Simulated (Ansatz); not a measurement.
# C2H6AlN: rigid scan of one bond length in Python

How does the energy of C2H6AlN change as one bond is stretched? A script is to give a rigid scan of one bond length; the system is C2H6AlN.

Program: Ansatz 0.2.0 through its Python package. Level of theory: Hartree-Fock/cc-pVDZ. These are calculated values, not measurements.

### 1 The system

Bond lengths: C1–N2 1.235 Å, N2–Al3 1.898 Å, Al3–C4 2.013 Å, C1–H5 1.113 Å, C1–H6 1.145 Å, Al3–H7 1.581 Å, C4–H8 1.100 Å, C4–H9 1.192 Å, C4–H10 1.067 Å. Angles: C1–N2–Al3 120.8°, N2–C1–H5 124.8°, N2–C1–H6 120.5°, H5–C1–H6 114.4°, N2–Al3–C4 119.3°, N2–Al3–H7 121.0°, C4–Al3–H7 119.3°, Al3–C4–H8 108.8°, Al3–C4–H9 106.1°, Al3–C4–H10 113.4°, H8–C4–H9 108.9°, H8–C4–H10 113.1°, H9–C4–H10 106.2°.

No structure file is read: the coordinates are typed or built in the script.

### 2 The script

Input file c2h6aln_scan.py:

```python
# -*- coding: utf-8 -*-
'''Potential curve of C2H6AlN along one bond.'''

from dataclasses import dataclass

import ansatz
import matplotlib.pyplot as plt
import numpy as np


@dataclass
class Settings:
    basis: str = 'cc-pVDZ'
    xc: str = 'hf'


settings = Settings()

GEOMETRY = '''
C    -0.48960    2.30340   -0.53120
N    -0.30730    1.36440    0.24950
Al    0.03450   -0.38650   -0.39910
C     0.49540   -1.84860    0.90480
H    -0.53230    2.20810   -1.63900
H    -0.74460    3.34700   -0.13550
H     0.12120   -0.67820   -1.95080
H     0.65370   -2.78320    0.34710
H    -0.45760   -1.97540    1.60890
H     1.30970   -1.60220    1.54830
'''

c2h6aln = ansatz.Crystal.molecule()
for line in GEOMETRY.strip().splitlines():
    symbol, *xyz = line.split()
    c2h6aln = c2h6aln.atom(symbol, [float(v) for v in xyz])

symbols = [site.symbol for site in c2h6aln.cartesian_sites]
start = np.array([site.position_ang for site in c2h6aln.cartesian_sites])
axis = (start[4] - start[0]) / np.linalg.norm(start[4] - start[0])
moving = [4]
lengths, energies = [0.979, 1.024, 1.068, 1.113, 1.157, 1.202, 1.246, 1.313], []
for length in lengths:
    xyz = start.copy()
    xyz[moving] += (length - np.linalg.norm(start[4] - start[0])) * axis
    point = ansatz.Crystal.molecule()
    for symbol, place in zip(symbols, xyz):
        point = point.atom(symbol, place.tolist())
    base = (
        point.calculation()
        .basis(gaussian=settings.basis)
        .functional(settings.xc)
    )
    rep = base.run(threads=1).report
    energies.append(rep['free_energy_ev'])
    print(f'r = {length:6.3f} A  E = {energies[-1]:.5f} eV  <S^2> = {abs(rep["mean_field"]["state"]["spin_squared"]):.3f}')

# quartic fit about the minimum
fit = np.polynomial.Polynomial.fit(lengths, np.array(energies) - min(energies), 4).convert()
roots = [r.real for r in fit.deriv().roots() if abs(r.imag) < 1e-9 and fit.deriv(2)(r.real) > 0]
r_e = min(roots, key=lambda r: abs(r - lengths[int(np.argmin(energies))]))
print(f'minimum of the fit at {r_e:.4f} A, force constant {fit.deriv(2)(r_e):.2f} eV/A^2')
plt.figure(figsize=(4.5, 3))
plt.plot(lengths, np.array(energies) - min(energies), 'o-')
plt.xlabel('bond length (A)')
plt.ylabel('E - E(min) (eV)')
plt.tight_layout()
plt.savefig('scan.png', dpi=100)
```

### 3 What the engine is handed

The engine receives this input (first run):

```yaml
crystal:
  periodic: [false, false, false]
  atoms:
    - { symbol: C, position_ang: [-0.4896, 2.3034, -0.5312] }
    - { symbol: "N", position_ang: [-0.3073, 1.3644, 0.2495] }
    - { symbol: Al, position_ang: [0.0345, -0.3865, -0.3991] }
    - { symbol: C, position_ang: [0.4954, -1.8486, 0.9048] }
    - { symbol: H, position_ang: [-0.5271688677429783, 2.2195519181286687, -1.5058789621937108] }
    - { symbol: H, position_ang: [-0.7446, 3.347, -0.1355] }
    - { symbol: H, position_ang: [0.1212, -0.6782, -1.9508] }
    - { symbol: H, position_ang: [0.6537, -2.7832, 0.3471] }
    - { symbol: H, position_ang: [-0.4576, -1.9754, 1.6089] }
    - { symbol: H, position_ang: [1.3097, -1.6022, 1.5483] }
basis:
  gaussian:
    orbitals: cc-pVDZ
hamiltonian:
  xc: hf
```

### 4 Running it

On the command line:

```
python c2h6aln_scan.py
```

Standard output:

```text
r =  0.979 A  E = -10219.80466 eV  <S^2> = 0.000
r =  1.024 A  E = -10220.00976 eV  <S^2> = 0.000
r =  1.068 A  E = -10220.10758 eV  <S^2> = 0.000
r =  1.113 A  E = -10220.12610 eV  <S^2> = 0.000
r =  1.157 A  E = -10220.08269 eV  <S^2> = 0.000
r =  1.202 A  E = -10219.99029 eV  <S^2> = 0.000
r =  1.246 A  E = -10219.86451 eV  <S^2> = 0.000
r =  1.313 A  E = -10219.62543 eV  <S^2> = 0.000
minimum of the fit at 1.1018 A, force constant 33.57 eV/A^2
```

Wall time 6.6 s (1 thread of Arm Neoverse V2, shared host); peak memory 0.24 GiB.

### 5 What changed from run to run

The engine's inputs for some of the other runs:

Run 3, against run 1:

```diff
@@ -8 +8 @@
-    - { symbol: H, position_ang: [-0.5271688677429783, 2.2195519181286687, -1.5058789621937108] }
+    - { symbol: H, position_ang: [-0.5305842193559764, 2.211929365231275, -1.594486140574957] }
```

Run 6, against run 1:

```diff
@@ -8 +8 @@
-    - { symbol: H, position_ang: [-0.5271688677429783, 2.2195519181286687, -1.5058789621937108] }
+    - { symbol: H, position_ang: [-0.5357264341440858, 2.2004527125543003, -1.7278947012838] }
```

Run 7, against run 1:

```diff
@@ -8 +8 @@
-    - { symbol: H, position_ang: [-0.5271688677429783, 2.2195519181286687, -1.5058789621937108] }
+    - { symbol: H, position_ang: [-0.5374149225819724, 2.1966842594364877, -1.77170049733745] }
```

### 6 What each run gave

The 8 runs, in the order started:

```tsv
run	distance (Å)	energy from run 4 (eV)	SCF cycles	CPU time (s)
1	0.98	0.3214	11	0.7
2	1.02	0.1163	11	0.69
3	1.07	0.0185	11	0.69
4	1.11	0.0000	11	0.69
5	1.16	0.0434	11	0.68
6	1.20	0.1358	11	0.69
7	1.25	0.2616	11	0.7
8	1.31	0.5007	12	0.71
```

### 7 Summary of results

```
                        quantity     value
bond length at the fit's minimum  1.1018 Å
                   runs compared         8
                 range of energy  0.501 eV
      lowest point, distance (Å)      1.11
```

In words: The curve has its lowest point inside the range, at 1.11. The ends stand 0.321 and 0.501 eV above it. The distance scanned is the script's pair 0, 4. The rest of the molecule is held rigid at a force-field or estimated start geometry, and the basis set is modest; single-reference methods fail as a bond breaks. The orbitals are restricted, so S² is zero by construction.
